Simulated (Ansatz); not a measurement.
This script makes a comparison of norm-conserving and PAW potentials of Pb, space group Fd-3m with Ansatz 0.2.0 through its Python package.

Script `nc_paw.py`:
```python
"""Two kinds of potentials on Pb."""

import ansatz
from ase import Atoms
import numpy as np
import pandas as pd

XC = "pbesol"
KSPACING = 0.2
SMEARING = "fermi_dirac"
WIDTH_EV = 0.1


def count_gap(report):
    # lowest empty less highest filled band, counting bands; zero where they overlap
    return max(report.get("gap_by_band_count_ev") or 0.0, 0.0)


def main() -> None:
    atoms = Atoms(
        ["Pb", "Pb"],
        scaled_positions=[
            [0.5, 0.5, 0.5],
            [0.75, 0.75, 0.75],
        ],
        cell=[
            [0.0, 3.439, 3.439],
            [3.439, 0.0, 3.439],
            [3.439, 3.439, 0.0],
        ],
        pbc=True,
    )
    xtal = ansatz.Crystal.from_ase(atoms)

    model = (
        xtal.calculation()
        .functional(XC)
        .kpoints(spacing=KSPACING)
        .occupations(SMEARING, width=WIDTH_EV)
        .stress()
        .forces()
        .band_table()
    )
    variants = {
        "PAW": model.pseudopotentials("paw", azcp={"folder": "soft_1"}),
        "norm-conserving": model.pseudopotentials("nc"),
    }
    # totals differ by the cores that each treatment holds, so compare what does not depend on them
    rows = []
    for label, variant in variants.items():
        r = variant.run(threads=1, backend="cpu").report
        levels = np.array(r["eigenvalues_ev"][0]) - r["fermi_energy_ev"]
        print(label, "levels at the first k-point near E_F:", np.round(levels[np.abs(levels) < 5], 3))
        rows.append((label, r["n_electrons"], np.trace(r["stress_gpa"]) / 3, count_gap(r)))
    print(pd.DataFrame(rows, columns=["treatment", "electrons in bands", "P GPa", "gap by band count eV"]).round(4).to_string(index=False))


if __name__ == "__main__":
    main()
```

How well do the two treatments of the cores agree on the pressure?

PAW gives 0.444 GPa and norm-conserving 0.391 GPa, 0.05 GPa apart. They took 1.4 and 2.9 s of processor time.

The run itself:

Running `python nc_paw.py` prints:
```text
DeckWarning: basis.ecutwfc = 420 eV, auto-derived from the records' recommended cutoffs: set by Pb (normal level)
DeckWarning: soft_1/Pb.paw.azcp: the record states the generating functional pbe (its physics header spells it `PBE`), which answers neither for hamiltonian.xc's functional nor for the pbesol family's — results may be inconsistent (PPs are generated against a specific XC)
PAW levels at the first k-point near E_F: [-3.952  0.392  0.392  0.392  2.398  2.398  2.398]
DeckWarning: basis.ecutwfc = 850 eV, auto-derived from the records' recommended cutoffs: set by Pb (normal level)
norm-conserving levels at the first k-point near E_F: [-3.967  0.392  0.392  0.392  2.398  2.398  2.398]
      treatment  electrons in bands  P GPa  gap by band count eV
            PAW                28.0 0.4442                   0.0
norm-conserving                28.0 0.3910                   0.0
```
(Warnings from the package without file and line.)

The computed bands are complete only to about 2.4 eV above the Fermi level. A gap by band count of zero or less means overlapping bands, a metal. The PAW files read here were made with PBE, not with each functional that runs on them. This isn't the structure that Pb takes at ambient conditions. Gaps and levels are Kohn-Sham values on a finite set of k-points, without spin-orbit coupling. Stress is positive in compression. Wall time of the script: 5 s on 1 thread of Intel(R) Xeon(R) Processor @ 2.30GHz (shared host), peak memory 0.66 GiB.
